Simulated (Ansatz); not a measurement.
# CH4BClO: harmonic frequencies at the relaxed geometry in Python

At which frequencies does CH4BClO vibrate? The task is harmonic frequencies at the relaxed geometry, for CH4BClO. SMILES: OBCCl.

All numbers are computed with Ansatz 0.2.0, driven from Python. Level of theory: r2SCAN/def2-SVP.

## 1. The structure

Bond lengths: O1–B2 1.410 Å, B2–C3 1.586 Å, C3–Cl4 1.737 Å, O1–H5 1.032 Å, B2–H6 1.191 Å, C3–H7 1.093 Å, C3–H8 1.176 Å. Angles: O1–B2–C3 119.5°, O1–B2–H6 119.6°, C3–B2–H6 120.9°, B2–O1–H5 106.0°, B2–C3–Cl4 112.7°, B2–C3–H7 109.8°, B2–C3–H8 106.5°, Cl4–C3–H7 113.6°, Cl4–C3–H8 106.7°, H7–C3–H8 106.9°.

The script reads ch4bclo.xyz:

```xyz
8

O    -0.39720    1.42330   -0.81260
B     0.13030    0.68170    0.26400
C     0.28330   -0.89100    0.12820
Cl   -0.19450   -1.47950   -1.43460
H    -1.41550    1.47470   -0.65120
H     0.48350    1.24730    1.25070
H    -0.22770   -1.38660    0.95770
H     1.42990   -1.12700    0.24210
```

## 2. Script

The input, ch4bclo.py:

```python
"""Vibrations of CH4BClO."""

import itertools

import ansatz as az
from ase.data import atomic_numbers, covalent_radii
import numpy as np

geometry = az.Crystal.molecule_from_extxyz("ch4bclo.xyz")

base = geometry.calculation().basis(gaussian="def2-SVP").functional("r2SCAN")
symbols = [site.symbol for site in geometry.cartesian_sites]
start = np.array([site.position_ang for site in geometry.cartesian_sites], dtype=float)
r = base.relax(force_tolerance=0.003, max_steps=100).run(threads=1, backend="cpu").report
end = np.array(r["positions_ang"])

# pairs closer than 1.2 times the sum of covalent radii, before or after
radius = [covalent_radii[atomic_numbers[s]] for s in symbols]
span = lambda where, i, j: np.linalg.norm(where[i] - where[j])
bonded = [(i, j) for i, j in itertools.combinations(range(len(symbols)), 2) if min(span(start, i, j), span(end, i, j)) < 1.2 * (radius[i] + radius[j])]
print("pair        before    after (A)")
for i, j in bonded:
    print(f"{symbols[i]}{i}-{symbols[j]}{j}".ljust(10), f"{span(start, i, j):8.4f} {span(end, i, j):8.4f}")

# same settings at the minimum
minimum = az.Crystal.molecule()
for symbol, place in zip(symbols, end):
    minimum = minimum.atom(symbol, place.tolist())
vibrating = (
    minimum.calculation()
    .basis(gaussian="def2-SVP")
    .functional("r2SCAN")
    .phonons(temperatures=(100, 500, 100))
)
vib = vibrating.run(threads=1, backend="cpu").report["vibrations"]
sums = vib["harmonic_sums"]
modes = [m["omega_inv_cm"] for m in sums["modes_at_gamma"] if m["rigid_motion"] == "no"]
for number, w in enumerate(modes, start=1):
    print(f"mode {number:2d} {w:9.1f} 1/cm {w / 8065.544 * 1000:8.2f} meV")
print("imaginary modes:", sum(w < 0 for w in modes), " zero-point energy:", round(sums["zero_point_energy_ev"], 4), "eV")
print("T (K)   F_vib (eV)   S_vib (meV/K)   C_vib (meV/K)")
for row in zip(sums["temperatures_k"], sums["vibrational_free_energy_ev"], vib["entropy_ev_per_k"], vib["heat_capacity_ev_per_k"]):
    print(f"{row[0]:6.1f} {row[1]:11.4f} {1000 * row[2]:13.4f} {1000 * row[3]:15.4f}")
```

## 3. The input behind the calls

The package turns the script's settings into the engine's input (first run):

```yaml
crystal:
  periodic: [false, false, false]
  atoms:
    - { symbol: O, position_ang: [-0.3972, 1.4233, -0.8126] }
    - { symbol: B, position_ang: [0.1303, 0.6817, 0.264] }
    - { symbol: C, position_ang: [0.2833, -0.891, 0.1282] }
    - { symbol: Cl, position_ang: [-0.1945, -1.4795, -1.4346] }
    - { symbol: H, position_ang: [-1.4155, 1.4747, -0.6512] }
    - { symbol: H, position_ang: [0.4835, 1.2473, 1.2507] }
    - { symbol: H, position_ang: [-0.2277, -1.3866, 0.9577] }
    - { symbol: H, position_ang: [1.4299, -1.127, 0.2421] }
basis:
  gaussian:
    orbitals: def2-SVP
hamiltonian:
  xc: r2scan
relax:
  f_tol: 0.003
  max_steps: 100
```

## 4. Running it

On the command line:

```sh
> python ch4bclo.py
```

The program printed:

```text
pair        before    after (A)
O0-B1        1.4097   1.3410
O0-H4        1.0323   0.9759
B1-C2        1.5859   1.5820
B1-H5        1.1909   1.2105
C2-Cl3       1.7369   1.8147
C2-H6        1.0931   1.1020
C2-H7        1.1762   1.1020
mode  1     167.2 1/cm    20.73 meV
mode  2     210.3 1/cm    26.07 meV
mode  3     527.5 1/cm    65.40 meV
mode  4     535.6 1/cm    66.40 meV
mode  5     683.6 1/cm    84.76 meV
mode  6     814.8 1/cm   101.03 meV
mode  7     861.8 1/cm   106.85 meV
mode  8     929.1 1/cm   115.19 meV
mode  9    1027.8 1/cm   127.44 meV
mode 10    1115.1 1/cm   138.25 meV
mode 11    1188.8 1/cm   147.40 meV
mode 12    1244.5 1/cm   154.30 meV
mode 13    1397.4 1/cm   173.25 meV
mode 14    1435.0 1/cm   177.91 meV
mode 15    2603.7 1/cm   322.82 meV
mode 16    3070.6 1/cm   380.70 meV
mode 17    3135.1 1/cm   388.71 meV
mode 18    3669.7 1/cm   454.99 meV
imaginary modes: 0  zero-point energy: 1.5261 eV
T (K)   F_vib (eV)   S_vib (meV/K)   C_vib (meV/K)
 100.0      1.5248        0.0471          0.1021
 200.0      1.5146        0.1606          0.2485
 300.0      1.4920        0.2948          0.4274
 400.0      1.4553        0.4416          0.5970
 500.0      1.4036        0.5904          0.7364
```

Wall time 2.7 min (1 thread of Intel Xeon Platinum 8259CL at 2.50GHz (Skylake/Cascade Lake), shared host); peak memory 0.24 GiB.

## 5. Inputs of later runs

The engine's inputs for the other runs:

Run 2, against run 1:

```diff
@@ -4,8 +4,8 @@
-    - { symbol: O, position_ang: [-0.3972, 1.4233, -0.8126] }
-    - { symbol: B, position_ang: [0.1303, 0.6817, 0.264] }
-    - { symbol: C, position_ang: [0.2833, -0.891, 0.1282] }
-    - { symbol: Cl, position_ang: [-0.1945, -1.4795, -1.4346] }
-    - { symbol: H, position_ang: [-1.4155, 1.4747, -0.6512] }
-    - { symbol: H, position_ang: [0.4835, 1.2473, 1.2507] }
-    - { symbol: H, position_ang: [-0.2277, -1.3866, 0.9577] }
-    - { symbol: H, position_ang: [1.4299, -1.127, 0.2421] }
+    - { symbol: O, position_ang: [-0.6218305075314146, 1.522268730892793, -0.4357906244928589] }
+    - { symbol: B, position_ang: [0.08517996072721225, 0.7504589661044809, 0.40253759050451615] }
+    - { symbol: C, position_ang: [0.2930468350235989, -0.7960340551736724, 0.1419345648521793] }
+    - { symbol: Cl, position_ang: [-0.5259072115253182, -1.3360957682714016, -1.3847139305095373] }
+    - { symbol: H, position_ang: [-0.9592718909214376, 0.9915994234468454, -1.1820528143469742] }
+    - { symbol: H, position_ang: [0.5719188977239367, 1.267172637945739, 1.3829960471710598] }
+    - { symbol: H, position_ang: [-0.11207176687966734, -1.4040198887770627, 0.9669423424900921] }
+    - { symbol: H, position_ang: [1.3610356833830901, -1.0524500461677224, 0.05244682433152226] }
@@ -17,3 +17,5 @@
-relax:
-  f_tol: 0.003
-  max_steps: 100
+phonons:
+  temperatures:
+    t_min: 100.0
+    t_max: 500.0
+    t_step: 100.0
```

Lines on the test bed's own set-up are left out of the output.

A comment line of the script is reworded here; the code is as run.

## 6. Run by run

One row for each of the 2 runs:

| run | kind of run | energy from run 2 (eV) | SCF cycles in all | CPU time (s) |
| --- | --- | --- | --- | --- |
| 1 | relaxation | 0.0000 | 126 | 63 |
| 2 | phonons | 0.0000 | 305 | 97 |

## 7. How the relaxation of run 1 went

The steps of the relaxation:

| step | energy from step 1 (eV) | largest force component (eV/Å) |
| --- | --- | --- |
| 1 | 0.0000 | 2.5737 |
| 2 | -0.2695 | 1.1145 |
| 3 | -0.3786 | 0.6818 |
| 4 | -0.5331 | 2.5483 |
| 5 | -0.7280 | 2.5216 |
| 6 | -0.9258 | 1.9369 |
| 7 | -1.1230 | 0.2808 |
| 8 | -1.1224 | 0.2250 |
| 9 | -1.1294 | 0.1501 |
| 10 | -1.1275 | 0.4080 |
| 11 | -1.1318 | 0.0203 |
| 12 | -1.1322 | 0.0253 |
| 13 | -1.1322 | 0.0221 |
| 14 | -1.1323 | 0.0006 |

Step 1 is the start. Steps 8, 10 were tried and not accepted.

Before: Bond lengths: O1–B2 1.410 Å, B2–C3 1.586 Å, C3–Cl4 1.737 Å, O1–H5 1.032 Å, B2–H6 1.191 Å, C3–H7 1.093 Å, C3–H8 1.176 Å. Angles: O1–B2–C3 119.5°, O1–B2–H6 119.6°, C3–B2–H6 120.9°, B2–O1–H5 106.0°, B2–C3–Cl4 112.7°, B2–C3–H7 109.8°, B2–C3–H8 106.5°, Cl4–C3–H7 113.6°, Cl4–C3–H8 106.7°, H7–C3–H8 106.9°.

After: Bond lengths: O1–B2 1.341 Å, B2–C3 1.582 Å, C3–Cl4 1.815 Å, O1–H5 0.976 Å, B2–H6 1.210 Å, C3–H7 1.102 Å, C3–H8 1.102 Å. Angles: O1–B2–C3 121.9°, O1–B2–H6 118.2°, C3–B2–H6 119.9°, B2–O1–H5 110.3°, B2–C3–Cl4 111.7°, B2–C3–H7 111.6°, B2–C3–H8 111.6°, Cl4–C3–H7 107.4°, Cl4–C3–H8 107.4°, H7–C3–H8 106.8°.

## 8. Vibrations

Frequencies (cm⁻¹; negative: imaginary): 167, 210, 527, 536, 684, 815, 862, 929, 1028, 1115, 1189, 1245, 1397, 1435, 2604, 3071, 3135, 3670.

## 9. Outcome

| quantity | value |
| --- | --- |
| runs compared | 2 |
| moves of the relaxation of run 1 | 11 |
| energy gained in run 1 | 1.132 eV |
| last largest force component of run 1 | 0.0006 eV/Å |
| highest frequency | 3670 cm⁻¹ |
| imaginary modes | 0 |
| zero-point energy | 1.526 eV |

Run 1: After 11 moves the largest shift is 0.850 Å, of atom 5 (H). So large a move can change the bonding: the results belong to the relaxed structure. All frequencies are real, so the geometry is a minimum. The values are harmonic; measured fundamentals also hold anharmonic shifts, mostly downward for stretches. The frequencies are harmonic and unscaled, in a modest basis. The result belongs to the one conformer reached from this start, and soft torsions count as harmonic oscillators.
